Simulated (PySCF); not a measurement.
# CeF3H3N (Ce(F)3(NH3)): the cost of one run

The runs use PySCF 2.14.0; PBE0, Ce lcecp-1-SVP with ECP47, F def2-SVP, N def2-SVP, H def2-SVP; scalar-relativistic core potentials, no spin–orbit coupling.

1 further run of the same task is left out (for a known fault of the program).

## (1) The system as given

8 atoms, charge 0, spin multiplicity 1.

Bond lengths: Ce1–F2 2.174 Å, Ce1–F3 2.174 Å, Ce1–F4 2.174 Å, Ce1–N5 2.607 Å, N5–H6 1.020 Å, N5–H7 1.020 Å, N5–H8 1.020 Å. Angles: F2–Ce1–F3 109.5°, F2–Ce1–F4 109.5°, F2–Ce1–N5 109.5°, F3–Ce1–F4 109.5°, F3–Ce1–N5 109.5°, F4–Ce1–N5 109.5°, Ce1–N5–H6 113.0°, Ce1–N5–H7 113.0°, Ce1–N5–H8 113.0°, H6–N5–H7 105.8°, H6–N5–H8 105.8°, H7–N5–H8 105.8°.

As a file:

```xyz
8

Ce    0.0000    0.0000    0.0000
F     1.2550    1.2550    1.2550
F    -1.2550   -1.2550    1.2550
F     1.2550   -1.2550   -1.2550
N    -1.5054    1.5054   -1.5054
H    -2.1186    2.1186   -0.9684
H    -0.9684    2.1186   -2.1186
H    -2.1186    0.9684   -2.1186
```

Formal oxidation states: Ce +3. Each metal's 1 4f electrons lie in its core potential, so multiplicities, spins and levels count the valence alone.

## (2) SCF at the start, singlet

File run.py (the lines that set the calculation):

```python
mol = gto.M(atom='''
Ce     0.00000     0.00000     0.00000
F      1.25500     1.25500     1.25500
F     -1.25500    -1.25500     1.25500
F      1.25500    -1.25500    -1.25500
N     -1.50540     1.50540    -1.50540
H     -2.11860     2.11860    -0.96840
H     -0.96840     2.11860    -2.11860
H     -2.11860     0.96840    -2.11860''',
    basis={'Ce': 'lcecp-1-SVP', 'F': 'def2-SVP', 'N': 'def2-SVP', 'H': 'def2-SVP'},
    ecp={'Ce': 'lcecp-1-SVP'},
    charge=0, spin=0)
mf = dft.RKS(mol, xc='PBE0')
mf.grids.atom_grid = (50, 194)  # f atoms: unpruned, at least (60, 302)
mf = mf.density_fit()  # fitting sets: Ce AutoAux, F def2-universal-JKFIT, N def2-universal-JKFIT, H def2-universal-JKFIT
mf.conv_tol = 1e-08; mf.max_cycle = 55
mf.kernel(dm0)  # dm0: free metal ions and neutral atoms
```

Command:

```bash
> OMP_NUM_THREADS=2 python run.py
```

**Question.** How long does this run take on 2 threads of Intel Xeon Platinum 8259CL at 2.50GHz (Skylake/Cascade Lake), shared host, and how much memory does it need?

About 4.5 s, with a peak of 0.61 GiB.
